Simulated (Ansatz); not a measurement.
**CH₇FNPSi: a ladder of functionals and wavefunction methods**

Aim: compute CH₇FNPSi with functionals from several rungs and with coupled cluster, and see how far each lands from CCSD(T) at the basis-set limit for the atomisation energy.

The runs use Ansatz 0.2.0, Gaussian basis; functionals in def2-TZVPP, the program's frozen cores in correlated methods.

Levels to be run: PBE-D4, r2SCAN-D4, PBE0-D4, B3LYP-D4, ωB97X-V, ωB97M-V, B2PLYP; CCSD(T)/def2-TZVPP; MP2/def2-QZVPP; extrapolation to the limit.

## 1. The geometry

All runs share one geometry, relaxed beforehand with PBE0-D4 in a triple-zeta def2 set.

SMILES `C[SiH](F)PN`, 12 atoms, charge 0, spin multiplicity 1.

Atoms are counted from 1 here; the program's logs count them from 0.

Bond lengths: C1–Si2 1.857 Å, C1–H6 1.092 Å, C1–H7 1.093 Å, C1–H8 1.093 Å, Si2–F3 1.613 Å, Si2–P4 2.240 Å, Si2–H9 1.485 Å, P4–N5 1.708 Å, P4–H10 1.433 Å, N5–H11 1.007 Å, N5–H12 1.008 Å. Angles: Si2–C1–H6 111.3°, Si2–C1–H7 110.2°, Si2–C1–H8 110.5°, H6–C1–H7 108.3°, H6–C1–H8 108.3°, H7–C1–H8 108.1°, C1–Si2–F3 109.0°, C1–Si2–P4 111.1°, C1–Si2–H9 111.8°, F3–Si2–P4 109.6°, F3–Si2–H9 106.0°, P4–Si2–H9 109.2°, Si2–P4–N5 98.6°, Si2–P4–H10 93.6°, N5–P4–H10 104.7°, P4–N5–H11 114.8°, P4–N5–H12 119.1°, H11–N5–H12 111.7°.

Coordinates:

```mol
CH7FNPSi
  3D, bonds by distance, orders not assigned

 12 11  0  0  0  0  0  0  0  0999 V2000
   -1.5920    0.6017    1.2683 C   0  0
    0.0989    0.5789    0.4999 Si  0  0
    1.1077   -0.2181    1.4745 F   0  0
    0.0587   -0.4108   -1.5095 P   0  0
    1.7377   -0.6525   -1.7099 N   0  0
   -1.9947   -0.4082    1.3723 H   0  0
   -2.2805    1.1837    0.6500 H   0  0
   -1.5555    1.0601    2.2595 H   0  0
    0.6598    1.9471    0.3603 H   0  0
   -0.4290   -1.6540   -0.9887 H   0  0
    2.0178   -0.9229   -2.6390 H   0  0
    2.2479   -1.1603   -1.0037 H   0  0
  1  2  8  0
  2  3  8  0
  2  4  8  0
  4  5  8  0
  1  6  8  0
  1  7  8  0
  1  8  8  0
  2  9  8  0
  4 10  8  0
  5 11  8  0
  5 12  8  0
M  END
```

## 2. PBE-D4 (GGA)

in.yaml reads:

```yaml
crystal:
  periodic: [false, false, false]
  atoms:
    - {symbol: C, position_ang: [-1.592020, 0.601736, 1.268326]}
    - {symbol: Si, position_ang: [0.098920, 0.578857, 0.499884]}
    - {symbol: F, position_ang: [1.107709, -0.218054, 1.474516]}
    - {symbol: P, position_ang: [0.058713, -0.410753, -1.509520]}
    - {symbol: N, position_ang: [1.737657, -0.652490, -1.709935]}
    - {symbol: H, position_ang: [-1.994694, -0.408189, 1.372277]}
    - {symbol: H, position_ang: [-2.280492, 1.183744, 0.650007]}
    - {symbol: H, position_ang: [-1.555501, 1.060125, 2.259489]}
    - {symbol: H, position_ang: [0.659797, 1.947099, 0.360272]}
    - {symbol: H, position_ang: [-0.428996, -1.654030, -0.988676]}
    - {symbol: H, position_ang: [2.017803, -0.922875, -2.638968]}
    - {symbol: H, position_ang: [2.247902, -1.160272, -1.003671]}
basis:
  gaussian: {orbitals: def2-TZVPP}
hamiltonian: {xc: pbe, dispersion: d4}
output: {forces: true, orbitals: {seedname: orbitals}}
```

Started as:

```bash
ansatz run in.yaml --threads 4 --pin off --events-out ev --progress --plain --max-ram 10444MiB
```

The runs that follow: r2SCAN-D4 (meta-GGA); PBE0-D4 (hybrid); B3LYP-D4 (hybrid); ωB97X-V (range-separated); ωB97M-V (range-separated); B2PLYP (double hybrid); CCSD(T) in def2-TZVPP; MP2 in def2-QZVPP.

**Question.** What will the summary of the whole plan be? Wanted: atomisation energy, CCSD(T)/CBS; farthest; mean size of error, hybrid; mean size of error, range-separated; gap, smallest and largest; T1 diagnostic; triples share of the correlation energy.

The runs gave:

| quantity | value |
| --- | --- |
| atomisation energy, CCSD(T)/CBS | 997.2 kcal/mol |
| functionals within 5.0 kcal/mol (0.5 %) | r2SCAN-D4, PBE0-D4, B3LYP-D4 |
| farthest | PBE-D4 (+12.5 kcal/mol) |
| mean size of error, hybrid | 3.4 kcal/mol |
| mean size of error, range-separated | 7.3 kcal/mol |
| gap, smallest and largest | 4.74 eV (PBE-D4), 11.13 eV (ωB97X-V) |
| T1 diagnostic | 0.0118 |
| triples share of the correlation energy | 3.5 % |

What this shows: PBE-D4 is off by +12.5 kcal/mol. Double hybrids carry the basis error of their MP2 part in triple zeta, and no dispersion term here, so their miss is partly the set-up's. Misses under about 5.0 kcal/mol are within the doubt on the reference itself, which lacks core-valence correlation, relativity and higher excitations. Hartree-Fock recovers 71 % of the binding; the rest is correlation. Orbital gaps span 4.7 to 11.1 eV; exact exchange widens them.
